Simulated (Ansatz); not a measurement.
# AlCuC4N4: the cost of one run

Method: DFT PBE, scalar-relativistic, plane waves, PAW, in Ansatz 0.2.0.

1 further run of the same task is left out (it didn't finish).

## Step 1: Starting point

It takes space group P-43m (No. 215, cubic). The conventional cell has a = 5.834 Å, b = 5.834 Å, c = 5.834 Å, α = 90.00°, β = 90.00°, γ = 90.00°. Around Al (site symmetry -43m) lie 4 C at 1.88 Å. Cu (site symmetry -43m) is surrounded by 4 N at 2.01 Å. C (site symmetry 3m) is surrounded by 1 N at 1.17 Å and 1 Al at 1.88 Å. N (site symmetry 3m) is surrounded by 1 C at 1.17 Å and 1 Cu at 2.01 Å.

As a file:

```xyz
10
Lattice="5.8341 0.0000 0.0000 0.0000 5.8341 0.0000 0.0000 0.0000 5.8341" Properties=species:S:1:pos:R:3 pbc="T T T"
Al    0.0000    0.0000    0.0000
Cu    2.9171    2.9171    2.9171
C     1.0825    1.0825    1.0825
C     1.0825    4.7516    4.7516
C     4.7516    1.0825    4.7516
C     4.7516    4.7516    1.0825
N     1.7580    1.7580    1.7580
N     1.7580    4.0761    4.0761
N     4.0761    1.7580    4.0761
N     4.0761    4.0761    1.7580
```

Recipe of the guess: two interpenetrating cyanide-bridged diamond nets (P-43m, No. 215). Lengths come from tabulated atomic sizes and are only a guess.

## Step 2: Probe: one point on a coarse mesh

The input, input.yaml:

```yaml
crystal:
  lattice:
    - [5.83412447, 0.0, 0.0]
    - [0.0, 5.83412447, 0.0]
    - [0.0, 0.0, 5.83412447]
  atoms:
    - { symbol: Al, position: [0.0, 0.0, 0.0] }
    - { symbol: Cu, position: [0.5, 0.5, 0.5], spin: 1.0 }
    - { symbol: C, position: [0.18555171, 0.18555171, 0.18555171] }
    - { symbol: C, position: [0.18555171, 0.81444829, 0.81444829] }
    - { symbol: C, position: [0.81444829, 0.18555171, 0.81444829] }
    - { symbol: C, position: [0.81444829, 0.81444829, 0.18555171] }
    - { symbol: "N", position: [0.30133597, 0.30133597, 0.30133597] }
    - { symbol: "N", position: [0.30133597, 0.69866403, 0.69866403] }
    - { symbol: "N", position: [0.69866403, 0.30133597, 0.69866403] }
    - { symbol: "N", position: [0.69866403, 0.69866403, 0.30133597] }
basis:
  ecutwfc: 420
kpoints:
  mp_grid: { grid: [4, 4, 4] }
hamiltonian:
  xc: pbe
scf:
  occupations: { method: gaussian, width: 0.1 }
  lower_state_search: "off"
output:
  forces: true
  stress: true
  eigenvalues: true
  populations: true
magnetization:
  spin_polarized: true
```

On the command line:

```
ansatz run input.yaml --threads 1 --pin off --max-ram 2560MiB --backend cpu --events-out ev --progress --plain --runs-dir out
```

What time and memory should one allow on 1 thread of Intel Xeon Platinum 8375C at 2.90GHz (Ice Lake), shared host?

About 18 s, with a peak of 0.51 GiB.
